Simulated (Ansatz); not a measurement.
# CH₆FNOSi: small, medium and large basis sets

The task here is to estimate one member of a computed series from the others.

The runs use Ansatz 0.2.0, Gaussian basis; one geometry, several basis sets.

Levels to be run: PBE0-D4/def2-SVP; ωB97M-V/def2-SVP; PBE0-D4/def2-QZVPP; ωB97M-V/def2-QZVPP; the functionals' def2-TZVPP values are taken from earlier runs.

**The relaxed structure**

All runs share one geometry, relaxed beforehand with PBE0-D4 in a triple-zeta def2 set.

11 atoms, charge 0, spin multiplicity 1.

Atoms are counted from 1 here; the program's logs count them from 0.

Bond lengths: O1–C2 1.406 Å, O1–H6 0.962 Å, C2–N3 1.437 Å, C2–H7 1.092 Å, C2–H8 1.098 Å, N3–Si4 1.700 Å, N3–H9 1.009 Å, Si4–F5 1.607 Å, Si4–H10 1.480 Å, Si4–H11 1.478 Å. Angles: C2–O1–H6 108.2°, O1–C2–N3 114.1°, O1–C2–H7 104.9°, O1–C2–H8 111.3°, N3–C2–H7 110.6°, N3–C2–H8 107.7°, H7–C2–H8 108.1°, C2–N3–Si4 124.9°, C2–N3–H9 113.3°, Si4–N3–H9 119.3°, N3–Si4–F5 113.3°, N3–Si4–H10 108.6°, N3–Si4–H11 108.4°, F5–Si4–H10 105.2°, F5–Si4–H11 106.9°, H10–Si4–H11 114.6°.

Coordinates:

```mol
CH6FNOSi
  3D, bonds by distance, orders not assigned

 11 10  0  0  0  0  0  0  0  0999 V2000
   -1.1166   -1.0206    1.4880 O   0  0
    0.1041   -1.0048    0.7907 C   0  0
    0.5274    0.3044    0.3781 N   0  0
    0.2826    0.9627   -1.1698 Si  0  0
   -1.2438    1.3797   -1.4493 F   0  0
   -1.7924   -0.6373    0.9203 H   0  0
    0.8284   -1.4423    1.4814 H   0  0
    0.0609   -1.6393   -0.1044 H   0  0
    0.7309    0.9208    1.1509 H   0  0
    0.5914   -0.0743   -2.1791 H   0  0
    1.0926    2.1941   -1.2861 H   0  0
  1  2  8  0
  2  3  8  0
  3  4  8  0
  4  5  8  0
  1  6  8  0
  2  7  8  0
  2  8  8  0
  3  9  8  0
  4 10  8  0
  4 11  8  0
M  END
```

The first run:

Contents of in.yaml:

```yaml
crystal:
  periodic: [false, false, false]
  atoms:
    - {symbol: O, position_ang: [-1.116627, -1.020636, 1.488026]}
    - {symbol: C, position_ang: [0.104094, -1.004849, 0.790741]}
    - {symbol: N, position_ang: [0.527435, 0.304361, 0.378061]}
    - {symbol: Si, position_ang: [0.282641, 0.962711, -1.169807]}
    - {symbol: F, position_ang: [-1.243790, 1.379688, -1.449333]}
    - {symbol: H, position_ang: [-1.792373, -0.637301, 0.920272]}
    - {symbol: H, position_ang: [0.828350, -1.442268, 1.481440]}
    - {symbol: H, position_ang: [0.060908, -1.639262, -0.104446]}
    - {symbol: H, position_ang: [0.730919, 0.920780, 1.150931]}
    - {symbol: H, position_ang: [0.591360, -0.074252, -2.179123]}
    - {symbol: H, position_ang: [1.092584, 2.194127, -1.286062]}
basis:
  gaussian: {orbitals: def2-SVP}
hamiltonian: {xc: pbe0, dispersion: d4}
output: {orbitals: {seedname: orbitals}}
```

Among the steps run: PBE0-D4 in def2-SVP; ωB97M-V in def2-SVP; PBE0-D4 in def2-QZVPP; ωB97M-V in def2-QZVPP.

One table of the session follows, with a row left open; its other results are not shown here.

It belongs to the step «Functionals by basis». 

| functional | basis | HOMO (eV) | LUMO (eV) |
| --- | --- | --- | --- |
| PBE0-D4 | def2-SVP | -7.65 | 1.25 |
| PBE0-D4 | def2-TZVPP | ? | ? |
| PBE0-D4 | def2-QZVPP | -7.87 | 0.28 |
| ωB97M-V | def2-SVP | -10.03 | 3.02 |
| ωB97M-V | def2-TZVPP | -10.22 | 2.14 |
| ωB97M-V | def2-QZVPP | -10.26 | 1.57 |

**Question.** Estimate the row for PBE0-D4, def2-TZVPP.

**Answer.** HOMO (eV): -7.82; LUMO (eV): 0.58. In the column «HOMO (eV)» it lies between PBE0-D4, def2-QZVPP (-7.87) and PBE0-D4, def2-SVP (-7.65).
